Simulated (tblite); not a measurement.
# C6H8BrGaS: the cost of one run

Computed with tblite 0.8.0 and PySCF 2.14.0, with density-fitted response routines of our own, on a single molecule in the gas phase. Atoms count from 0, in the outputs and in this text.

### Step 1. The starting structure

17 atoms, charge 0, multiplicity 1; geometry from: force field or distance geometry start.

Bonds of the start (Å): C0–C1 1.49, C1–C2 1.51, C2–C3 1.38, C3–C4 1.35, C4–S5 1.71, S5–C6 1.73, C6–Ga7 2.16, Ga7–Br8 2.46, C6–C2 1.35, C0–H9 1.12, C0–H10 1.10, C0–H11 1.13, C1–H12 1.14, C1–H13 1.10, C3–H14 1.11, C4–H15 1.08, Ga7–H16 1.55.

### Step 2. Relaxing the molecule with GFN2-xTB

The job: settings as JSON, then the geometry in Å.

```
{"job": {"kind": "relax", "xc": "GFN2-xTB", "basis": "xTB"}, "charge": 0, "multiplicity": 1}
C     -2.111900    -0.315500    -0.413800
C     -0.737400    -0.810700    -0.107400
C      0.262000     0.310100     0.086100
C     -0.091300     1.633100    -0.038400
C      0.900200     2.520200     0.165900
S      2.326500     1.627100     0.491000
C      1.560100     0.077000     0.368800
Ga     2.169500    -1.988400     0.592300
Br     2.876200    -2.592300    -1.686700
H     -2.749500    -1.223100    -0.555300
H     -2.143400     0.391600    -1.262300
H     -2.587800     0.248500     0.443200
H     -0.806600    -1.304500     0.914800
H     -0.350900    -1.536700    -0.839800
H     -1.130400     1.950800    -0.261300
H      0.865700     3.596600     0.132500
H      1.742000    -2.571600     1.960300
```

Run with:

```sh
$ OMP_NUM_THREADS=1 python probes_run.py task.json out
```

The driver reads the jobs from task.json and runs them one after another.

Q: Estimate the wall time of this first job on 1 thread of Arm Neoverse N1, shared host.

About 4.2 s.
